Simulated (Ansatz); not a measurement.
**Cl₂H₂OSi + H₂ + HF: a complex and its separated parts**

The complex below is one end of an elementary step. How strongly is it bound against its free parts?

Computed with Ansatz 0.2.0, Gaussian basis. Level: PBE0-D4/def2-TZVP structures, single points in def2-TZVPP, no counterpoise correction.

Levels: SPW92, PBE-D4, BLYP-D4, r2SCAN-D4, B97M-V, PBE0-D4, B3LYP-D4, r2SCAN0-D4, BHLYP-D4, CAM-B3LYP-D4, wB97X-V, wB97M-V, B2PLYP, PBE-QIDH, RPA on PBE, Hartree-Fock, MP2, CCSD, CCSD(T).

Correlated methods freeze the cores. B3LYP uses VWN-RPA correlation. B2PLYP carries no dispersion term here.

113 further runs of the same task are left out: 113 set aside as unsound or not needed. Runs told in other sessions of the task aren't counted.

**1. Starting geometry**

The complex: 10 atoms, charge 0, spin multiplicity 1.

Atoms are counted from 1 here; the program's logs count them from 0.

Bond lengths: Si1–Cl3 2.032 Å, Si1–Cl4 2.032 Å, Si1–H5 1.466 Å, Si1–O7 1.637 Å, H2–H8 0.748 Å, H6–F9 0.935 Å, O7–H10 0.962 Å. Angles: Cl3–Si1–Cl4 108.3°, Cl3–Si1–H5 110.8°, Cl3–Si1–O7 110.3°, Cl4–Si1–H5 110.8°, Cl4–Si1–O7 110.3°, H5–Si1–O7 106.4°, Si1–O7–H10 119.8°.

As a file:

```xyz
10

Si   -1.60656   -0.44767   -0.34959
H     2.96376   -0.40518   -0.27939
Cl   -1.88007   -0.39669   -2.36272
Cl   -1.87410   -2.35997    0.28413
H    -2.54021    0.45894    0.32515
H     0.53567    1.33971    1.01163
O    -0.10074    0.07075    0.03109
H     2.79221    0.17539    0.16067
F     1.04337    1.95940    1.49456
H     0.66668   -0.39477   -0.31554
```

Its parts: Cl₂H₂OSi holds atoms 1, 3, 4, 5, 7, 10; H₂ holds atoms 2, 8; HF holds atoms 6, 9. Each part counts its atoms afresh in its own runs.

**2. Relaxing Cl₂H₂OSi alone**

File relax-a/in.yaml:

```yaml
crystal:
  periodic: [false, false, false]
  atoms:
    - {symbol: Si, position_ang: [-1.606558, -0.447674, -0.349588]}
    - {symbol: Cl, position_ang: [-1.880073, -0.396690, -2.362716]}
    - {symbol: Cl, position_ang: [-1.874097, -2.359975, 0.284133]}
    - {symbol: H, position_ang: [-2.540209, 0.458936, 0.325154]}
    - {symbol: O, position_ang: [-0.100739, 0.070746, 0.031093]}
    - {symbol: H, position_ang: [0.666677, -0.394768, -0.315544]}
basis:
  gaussian: {orbitals: def2-TZVP}
hamiltonian: {xc: pbe0, dispersion: d4}
relax: {f_tol: 0.005, max_steps: 200}
```

Command:

```sh
ansatz run in.yaml --threads 8 --pin off --events-out ev --progress --plain --max-ram 19148MiB
```

The runs that follow: Relaxing H₂ alone; Relaxing HF alone; SPW92/def2-TZVPP; PBE-D4/def2-TZVPP; BLYP-D4/def2-TZVPP; r2SCAN-D4/def2-TZVPP; B97M-V/def2-TZVPP; PBE0-D4/def2-TZVPP; B3LYP-D4/def2-TZVPP; r2SCAN0-D4/def2-TZVPP; BHLYP-D4/def2-TZVPP; CAM-B3LYP-D4/def2-TZVPP; wB97X-V/def2-TZVPP; wB97M-V/def2-TZVPP; B2PLYP/def2-TZVPP; PBE-QIDH/def2-TZVPP; RPA on PBE/def2-TZVPP; CCSD(T)/def2-TZVPP; Vibrations of Cl₂H₂OSi; Vibrations of H₂; Vibrations of HF.

**Question.** What will these runs give? Wanted: complex less parts, CCSD(T)/def2-TZVPP; with zero-point energy; largest T1 diagnostic.

As calculated:

| quantity | value |
| --- | --- |
| complex less parts, CCSD(T)/def2-TZVPP | -29.8 kJ/mol |
| with zero-point energy | -16.9 kJ/mol |
| largest T1 diagnostic | 0.010 |

What this shows: At CCSD(T) the complex lies 29.8 kJ/mol below its parts. The functionals run from PBE-QIDH, off by -0.3 kJ/mol, to SPW92, off by -23.9 kJ/mol, against CCSD(T). By rung, the mean size of the error is: LDA 23.9, GGA 5.6, meta-GGA 2.2, hybrid 4.0, range-separated hybrid 4.1, double hybrid 0.4 kJ/mol. The double hybrids carry no dispersion term here, unlike the levels marked D4 or V. PBE-D4 gives a relative energy 7.1 kJ/mol too low, outside chemical accuracy (1 kcal/mol, 4.2 kJ/mol). No counterpoise was applied, and triple zeta lacks some correlation, so the CCSD(T) reference has a basis error of its own, and close matches with it are partly luck.
